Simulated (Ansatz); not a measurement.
# SrBe: the cost of one run

Computed with Ansatz 0.2.0 through its Python package. Level of theory: DFT PBEsol, plane waves, PAW.

## 1. The structure

SrBe Pm-3m: It takes space group Pm-3m (No. 221, cubic). The conventional cell has a = 3.630 Å, b = 3.630 Å, c = 3.630 Å, α = 90.00°, β = 90.00°, γ = 90.00°. Sr (site symmetry m-3m) has 8 Be at 3.14 Å as nearest neighbours. Around Be (site symmetry m-3m) lie 8 Sr at 3.14 Å.

SrMg Pm-3m: It takes space group Pm-3m (No. 221, cubic). The conventional cell has a = 4.190 Å, b = 4.190 Å, c = 4.190 Å, α = 90.00°, β = 90.00°, γ = 90.00°. Sr (site symmetry m-3m) has 8 Mg at 3.63 Å as nearest neighbours. Around Mg (site symmetry m-3m) lie 8 Sr at 3.63 Å.

SrCa Pm-3m: The structure is cubic, space group Pm-3m (No. 221). Conventional cell: a = 4.630 Å, b = 4.630 Å, c = 4.630 Å, α = 90.00°, β = 90.00°, γ = 90.00°. Sr (site symmetry m-3m) has 8 Ca at 4.01 Å as nearest neighbours. Ca (site symmetry m-3m) is surrounded by 8 Sr at 4.01 Å.

BaSr Pm-3m: Symmetry: Pm-3m, No. 221, cubic system. Conventional cell: a = 5.110 Å, b = 5.110 Å, c = 5.110 Å, α = 90.00°, β = 90.00°, γ = 90.00°. Sr (site symmetry m-3m) is surrounded by 8 Ba at 4.43 Å. Around Ba (site symmetry m-3m) lie 8 Sr at 4.43 Å.

No structure file is read: the coordinates are typed or built in the script.

## 2. Script

The input, series.py:

```python
# -*- coding: utf-8 -*-
import csv
import warnings

import ansatz as az
import matplotlib.pyplot as plt
import numpy as np


def cscl(A, B, a):
    return (
        az.Lattice.cubic(a)
        .space_group(221)
        .atom(A, [0, 0, 0])
        .atom(B, [0.5, 0.5, 0.5])
    )


def solve(name, crystal, relax=True):
    calc = (
        crystal.calculation()
        .functional("PBEsol")
        .basis(460)
        .kpoints(spacing=0.16)
        .occupations("gaussian", width=0.05)
        .stress()
        .band_table()
    )
    if relax:
        calc = calc.relax(force_tolerance=0.02, cell=True)
    return calc.run(threads=1)

def bulk_modulus(name, outcome, step=0.02):
    # B = -V dP/dV from the pressures of two uniformly scaled cells, atoms held at their fractions
    pressure = []
    for factor in (1 - step, 1.0, 1 + step):
        cell = az.Crystal(lattice=az.Lattice.of(outcome.lattice.cell_ang * factor ** (1 / 3)))
        for site in outcome.report["lattice"]["sites"]:
            cell = cell.atom(site["symbol"], site["position_frac"])
        pressure.append(np.trace(solve(name, cell, relax=False).report["stress_gpa"]) / 3)
    slope, bend = (pressure[0] - pressure[2]) / (2 * step), abs(pressure[0] + pressure[2] - 2 * pressure[1])
    # a jump of mesh or basis between the cells shows as a kink: no modulus then
    return float(slope) if bend < 12 * step**2 * abs(slope) + 0.15 and abs(pressure[1]) < 1.5 else float("nan")

def relaxed_twice(name, crystal):
    # the second pass draws mesh and plane waves anew for the relaxed cell
    first = solve(name, crystal)
    again = az.Crystal(lattice=az.Lattice.of(first.lattice.cell_ang))
    for site in first.report["lattice"]["sites"]:
        again = again.atom(site["symbol"], site["position_frac"])
    return solve(name, again)


def volume_per_atom(outcome):
    return abs(np.linalg.det(outcome.lattice.cell_ang)) / len(outcome.lattice.sites)

warnings.simplefilter("ignore", az.DeckWarning)

phases = {}
phases["SrBe"] = cscl("Sr", "Be", 3.63)
phases["SrMg"] = cscl("Sr", "Mg", 4.19)
phases["SrCa"] = cscl("Sr", "Ca", 4.63)
phases["BaSr"] = cscl("Sr", "Ba", 5.11)

done = {}
for name, crystal in phases.items():
    try:
        done[name] = relaxed_twice(name, crystal)
    except az.NonConvergedError as error:
        print(name, "did not converge:", str(error)[:120])

rows = [(name, float(np.linalg.norm(o.lattice.cell_ang[0])), volume_per_atom(o), bulk_modulus(name, o)) for name, o in done.items()]
with open("series.csv", "w", newline="") as handle:
    writer = csv.writer(handle)
    writer.writerow(["compound", "a (A)", "V (A^3/atom)", "B (GPa)"])
    writer.writerows([round(v, 4) if isinstance(v, float) else v for v in row] for row in rows)
print(open("series.csv").read())
plt.figure(figsize=(4.5, 3))
plt.bar([row[0] for row in rows], [row[2] for row in rows])
plt.ylabel("V (A^3/atom)")
plt.tight_layout()
plt.savefig("series.png", dpi=100)
```

## 3. The calls as engine input

The engine receives this input (first run):

```yaml
crystal:
  lattice:
    bravais: cubic
    a: 3.63
  space_group: 221
  atoms:
    - { symbol: Sr, position: [0.0, 0.0, 0.0] }
    - { symbol: Be, position: [0.5, 0.5, 0.5] }
basis:
  ecutwfc: 460.0
kpoints:
  mp_grid:
    kspacing: 0.16
hamiltonian:
  xc: pbesol
scf:
  occupations:
    method: gaussian
    width: 0.05
relax:
  f_tol: 0.02
  cell: {}
output:
  stress: true
  eigenvalues: true
```

## 4. Running it

On the command line:

```bash
> python series.py
```

Q: Estimate wall time and peak memory on 1 thread of Arm Neoverse V1, shared host.

About 2.2 min, with a peak of 0.56 GiB.
